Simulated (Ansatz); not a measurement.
# MnS: the cost of one run

Program: Ansatz 0.2.0. Level of theory: DFT r²SCAN without U, plane waves, PAW. These are calculated values, not measurements.

### Step 1. Starting point

Symmetry: F-43m, No. 216, cubic system. The conventional cell has a = 5.600 Å, b = 5.600 Å, c = 5.600 Å, α = 90.00°, β = 90.00°, γ = 90.00°. Mn (site symmetry -43m) is surrounded by 4 S at 2.42 Å. S (site symmetry -43m) is surrounded by 4 Mn at 2.42 Å.

As a file:

```
Mn S
1.0
     0.00000    2.80000    2.80000
     2.80000    0.00000    2.80000
     2.80000    2.80000    0.00000
Mn S
1 1
Direct
  0.00000 0.00000 0.00000
  0.75000 0.75000 0.75000
```

Magnetic order typed: ferromagnetic.

### Step 2. From atoms, symmetry kept, no search

input.yaml

```yaml
crystal:
  lattice:
    - [0.0, 2.8, 2.8]
    - [2.8, 0.0, 2.8]
    - [2.8, 2.8, 0.0]
  atoms:
    - { symbol: Mn, position: [0.0, 0.0, 0.0], spin: 5.0 }
    - { symbol: S, position: [0.75, 0.75, 0.75] }
basis:
  ecutwfc: 500
  ecutrho_ratio: 4
kpoints:
  mp_grid: { grid: [6, 6, 6] }
hamiltonian:
  xc: r2scan
scf:
  occupations: { method: gaussian, width: 0.05 }
  lower_state_search: "off"
  max_iter: 150
output:
  forces: true
  stress: true
  eigenvalues: true
  populations: true
  hubbard: { sites: [{ site: 0, l: d }] }
magnetization:
  spin_polarized: true
```

Run with:

```
$ ansatz run input.yaml --threads 2 --pin off --max-ram 3072MiB --backend cpu --events-out ev --progress --plain --runs-dir out
```

**Question.** How long does this run take on 2 threads of Arm Neoverse V2, shared host, and how much memory does it need?

About 4.3 s, with a peak of 0.42 GiB.
